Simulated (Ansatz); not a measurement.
# B₂FH₃Si: taking an electron away

How much energy removes an electron from B₂FH₃Si at fixed geometry? The cation is run at each level and the neutral's energy taken from earlier runs.

The runs use Ansatz 0.2.0, Gaussian basis; unrestricted cation, the program's frozen cores in correlated methods.

Levels to be run: UKS PBE-D4/def2-TZVPP; UKS r2SCAN-D4/def2-TZVPP; UKS PBE0-D4/def2-TZVPP; UKS B3LYP-D4/def2-TZVPP; UKS wB97X-V/def2-TZVPP; UKS wB97M-V/def2-TZVPP; UKS B2PLYP/def2-TZVPP; UHF-CCSD(T)/def2-TZVPP; UHF-MP2/def2-QZVPP; extrapolation to the limit; then −ε(HOMO) from the neutral's earlier runs with LDA (SPW92), PBE-D4, revPBE-D4, BLYP-D4, r2SCAN-D4, B97M-V, PBE0-D4, B3LYP-D4, r2SCANh-D4, r2SCAN0-D4, HSE06-D4, BHLYP-D4, CAM-B3LYP-D4, LC-ωPBE, ωB97X-V, ωB97M-V.

### Step 1. The relaxed structure

An earlier PBE0-D4 in a triple-zeta def2 set relaxation fixed the geometry.

7 atoms, charge 0, spin multiplicity 1.

Atoms are counted from 1 here; the program's logs count them from 0.

Bond lengths: F1–B2 1.275 Å, B2–B3 1.536 Å, B2–Si4 2.454 Å, B3–Si4 1.858 Å, B3–H5 1.185 Å, Si4–H6 1.487 Å, Si4–H7 1.488 Å. Angles: F1–B2–B3 173.1°, F1–B2–Si4 124.0°, B3–B2–Si4 49.1°, B2–B3–Si4 92.1°, B2–B3–H5 137.5°, Si4–B3–H5 130.3°, B2–Si4–B3 38.7°, B2–Si4–H6 168.0°, B2–Si4–H7 82.2°, B3–Si4–H6 129.3°, B3–Si4–H7 120.9°, H6–Si4–H7 109.8°.

### Step 2. Cation, UKS PBE-D4/def2-TZVPP

Input file in.yaml:

```yaml
crystal:
  periodic: [false, false, false]
  atoms:
    - {symbol: F, position_ang: [-0.561378, -2.401730, 0.045496]}
    - {symbol: B, position_ang: [0.235557, -1.409213, 0.116142]}
    - {symbol: B, position_ang: [1.048569, -0.107355, 0.170538]}
    - {symbol: Si, position_ang: [-0.460592, 0.929986, -0.140937]}
    - {symbol: H, position_ang: [2.177455, 0.211946, 0.336396]}
    - {symbol: H, position_ang: [-0.581512, 2.408020, -0.250824]}
    - {symbol: H, position_ang: [-1.796897, 0.300346, -0.322511]}
basis:
  gaussian: {orbitals: def2-TZVPP}
total_charge: 1
magnetization: {spin_polarized: true, initial_magnetization: 1}
hamiltonian: {xc: pbe, dispersion: d4}
```

Started as:

```console
ansatz run in.yaml --threads 2 --pin off --events-out ev --progress --plain --max-ram 4352MiB
```

Further steps of the session: Cation, UKS r2SCAN-D4/def2-TZVPP; Cation, UKS PBE0-D4/def2-TZVPP; Cation, UKS B3LYP-D4/def2-TZVPP; Cation, UKS wB97X-V/def2-TZVPP; Cation, UKS wB97M-V/def2-TZVPP; Cation, UKS B2PLYP (frozen core)/def2-TZVPP; Cation, UHF-CCSD(T)/def2-TZVPP; Cation, UHF-MP2/def2-QZVPP.

Before running them: what should the planned runs give, taken together? Wanted: ionisation energy, CCSD(T)/CBS; nearest functional by difference; nearest −ε(HOMO); −ε(HOMO) of PBE; T1 of the cation.

As calculated:

```
                        quantity               value
  ionisation energy, CCSD(T)/CBS             8.61 eV
nearest functional by difference   PBE-D4 (-0.06 eV)
                nearest −ε(HOMO)  LC-ωPBE (+0.13 eV)
                 −ε(HOMO) of PBE             5.61 eV
                T1 of the cation               0.016
```

In words: Energy differences with functionals land within 0.26 eV of the reference. −ε(HOMO) of PBE misses by 3.0 eV, since self-interaction lifts the level. Among orbital estimates LC-ωPBE comes nearest. Hartree-Fock falls 1.46 eV short, as the neutral has more correlation energy than the cation.
